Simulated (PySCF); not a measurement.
# [RuO2]-: relaxation and vibrations of the doublet

Where does doublet [RuO2]- go from a PBE0 minimum start, is the end point a minimum, and what are its modes, charges and moments?

Program: PySCF 2.14.0. Level of theory: PBE0, basis Ru def2-SVPD with ECP28, O def2-SVPD, scalar-relativistic core potentials, no spin–orbit coupling, density fitting. These are calculated values, not measurements.

**1. The starting structure**

3 atoms, charge -1, spin multiplicity 2.

Bond lengths: Ru1–O2 1.698 Å, Ru1–O3 1.698 Å. Angles: O2–Ru1–O3 154.9°.

```xyz
3
charge -1 multiplicity 2
Ru    0.0000    0.0880    0.0000
O     0.0000   -0.2806    1.6570
O     0.0000   -0.2806   -1.6570
```

**2. Finding the electronic state**

The steps below are one call of a driver around PySCF. For each, scf.py gives the equivalent set-up of the SCF; relaxations use the driver's own optimiser. After this first run the driver tries any further starts and a stability analysis.

scf.py

```python
from pyscf import gto, scf, dft
mol = gto.M(atom='''
Ru     0.000000     0.088039     0.000000
O     -0.000000    -0.280638     1.656983
O     -0.000000    -0.280638    -1.656983''',
    basis={'Ru': 'def2-SVPD', 'O': 'def2-SVPD'},
    ecp={'Ru': 'def2-SVPD'},
    charge=-1, spin=1)
mf = dft.UKS(mol, xc='PBE0')
mf.grids.atom_grid = (50, 194)
aux = {'Ru': 'def2-universal-JKFIT', 'O': 'def2-universal-JKFIT'}
mf = mf.density_fit(auxbasis=aux)
mf.conv_tol = 1e-08
mf.diis_space = 10
mf.max_cycle = 60
mf.init_guess = 'minao'
mf.verbose = 4
mf.kernel()
```

On the command line:

```bash
$ OMP_NUM_THREADS=2 python axn.py task.json out
```

The program printed:

```text
init E= -235.722029934702
[... the frontier-level lines of each cycle are left out ...]
cycle= 1 E= -244.700656240931  delta_E= -8.98  |g|= 0.745  |ddm|= 2.36
cycle= 2 E= -242.385823693474  delta_E= 2.31  |g|= 2.17  |ddm|=   13
cycle= 3 E= -244.911178553684  delta_E= -2.53  |g|= 0.631  |ddm|= 12.3
cycle= 4 E= -245.020208826229  delta_E= -0.109  |g|= 0.352  |ddm|= 0.679
cycle= 5 E= -245.070340525484  delta_E= -0.0501  |g|= 0.0428  |ddm|= 0.54
cycle= 6 E= -245.07168595239  delta_E= -0.00135  |g|= 0.012  |ddm|= 0.17
cycle= 7 E= -245.071833364022  delta_E= -0.000147  |g|= 0.00417  |ddm|= 0.0509
cycle= 8 E= -245.071905480816  delta_E= -7.21e-05  |g|= 0.00239  |ddm|= 0.0344
cycle= 9 E= -245.071947103686  delta_E= -4.16e-05  |g|= 0.00162  |ddm|= 0.0232
cycle= 10 E= -245.071982421287  delta_E= -3.53e-05  |g|= 0.00123  |ddm|= 0.0302
cycle= 11 E= -245.071996753121  delta_E= -1.43e-05  |g|= 0.000487  |ddm|= 0.0252
cycle= 12 E= -245.071998580907  delta_E= -1.83e-06  |g|= 0.000131  |ddm|= 0.0103
cycle= 13 E= -245.071998706649  delta_E= -1.26e-07  |g|= 6.01e-05  |ddm|= 0.00198
cycle= 14 E= -245.071998715834  delta_E= -9.19e-09  |g|= 2.93e-05  |ddm|= 0.000613
Extra cycle  E= -245.071998713329  delta_E= 2.51e-09  |g|= 8.84e-05  |ddm|= 9.26e-05
converged SCF energy = -245.071998713329  <S^2> = 0.75482595  2S+1 = 2.0048201
```

This step, with its further starts and checks, took 14 s on 2 threads of Arm Neoverse N1, shared host.

The starts that the driver tried:

```csv
start,energy (Eh)
the minimal-basis guess,-245.071999
a thermally smeared density,-245.071999
a smeared PBE density,-245.071999
```

No lower solution of this spin turned up from the other starts or in the test of internal stability.

**3. PBE0 minimum start, doublet: relaxation**

The program finds C2v symmetry in the start, which this walk keeps. Threshold on the gradient: 0.0003 Eh/bohr, with a further test on the energy change.

Changes to scf.py since step 2:

```diff
@@ -3,3 +3,3 @@
-Ru     0.000000     0.088039     0.000000
-O     -0.000000    -0.280638     1.656983
-O     -0.000000    -0.280638    -1.656983''',
+Ru     0.000000     0.088084     0.000000
+O      0.000000    -0.280593     1.656983
+O      0.000000    -0.280593    -1.656983''',
@@ -16 +15,0 @@
-mf.init_guess = 'minao'
```

Energy and gradient, step by step:

```csv
step,energy (Eh),change (kJ/mol),largest symmetric gradient (Eh/bohr)
0,-245.071999,0.00,0.00003
```

The walk took 2.2 s.

End point (C2v, 0 steps, 0.0 kJ/mol gained): Ru–O 1.698 Å (×2); O–Ru–O 154.9°.

**4. Frequencies**

On the finer grid the gradient is checked again; gradients at displacements of ±0.02 bohr then give force constants and infrared intensities.

Changes to scf.py since step 3:

```diff
@@ -10 +10 @@
-mf.grids.atom_grid = (50, 194)
+mf.grids.atom_grid = (75, 302)
@@ -13 +13 @@
-mf.conv_tol = 1e-08
+mf.conv_tol = 1e-10
```

The driver hands on the density of the step before, so the log starts near convergence.

SCF at the final geometry:

```text
init E= -245.072079282797
[... the frontier-level lines of each cycle are left out ...]
cycle= 1 E= -245.072079282764  delta_E= 3.35e-11  |g|= 9.65e-06  |ddm|= 1.35e-05
Extra cycle  E= -245.072079282333  delta_E= 4.31e-10  |g|= 3.39e-05  |ddm|= 3.6e-05
converged SCF energy = -245.072079282333  <S^2> = 0.75482135  2S+1 = 2.0048156
```

The whole step took 37 s.

Geometry: C2v; Ru–O 1.698 Å (×2); O–Ru–O 154.9°.

Modes, for the most abundant isotopes:

| symmetry | ω (cm⁻¹) | IR (km/mol) | μ (u) |
| --- | --- | --- | --- |
| a1 | 158 | 7.7 | 19.59 |
| b2 | 907 | 594 | 19.85 |
| a1 | 949 | 33.4 | 16.28 |

All wavenumbers are real: a minimum.

Constants and moments:

| Property | Result |
| --- | --- |
| Dipole moment about the centre of mass | 0.65 D |
| Highest occupied level | -0.39 eV |
| Lowest empty level | 2.30 eV |
| Rotational constants | 5.094, 0.1919, 0.185 cm⁻¹ |
| Zero-point energy | 12.0 kJ/mol |
| Principal polarisabilities | 58.8, 60.1, 73.9 bohr³ |
| Principal traceless quadrupole moments about the centre of mass | -13.70, 6.81, 6.89 D Å |
| Entropy at 298.15 K and 1 bar (electronic part: spin only) | 272.6 J/(mol K) |
| Heat capacity Cp at 298.15 K | 45.1 J/(mol K) |
| Enthalpy at 298.15 K above 0 K | 11.82 kJ/mol |
| Rotational symmetry number | 2 |
| Spin squared ⟨S²⟩ | 0.755 |

Populations by atom (charges in e):

```
atom  Mulliken  Löwdin  polar tensor  spin (Mulliken)  Mayer order to Ru1
 Ru1      0.89    0.41          0.86             1.13                   –
O2,3     -0.94   -0.71         -0.93            -0.06                1.17
```

Mulliken populations on Ru1 (outside its core potential): s 2.74, p 5.97, d 6.37, f 0.03.

**5. Summary of results**

| quantity | value |
| --- | --- |
| minimum | doublet, C2v |
| geometry | Ru–O 1.698 Å (×2); O–Ru–O 154.9° |
| wavenumbers (cm⁻¹) | 158 (a1), 907 (b2), 949 (a1) |
| dipole moment (centre of mass) | 0.65 D |
| highest occupied, lowest empty level (either spin) | -0.39, 2.30 eV |
| polar-tensor charge of Ru1 | +0.86 e |
| zero-point energy | 12.0 kJ/mol |
| entropy at 298.15 K | 272.6 J/(mol K) |
| ⟨S²⟩ | 0.755 |

What this shows: The molecule stays C2v, as typed, and the end point is a minimum. The strongest infrared band lies at 907 cm⁻¹ (b2, stretch). Most of the spin sits on Ru1 (Mulliken spin 1.13, against 1 for the whole molecule). Other starts or spin states, not run here, may lie lower. One determinant may miss the lowest occupation of an open d or f shell.

The search up to here took 54 s.
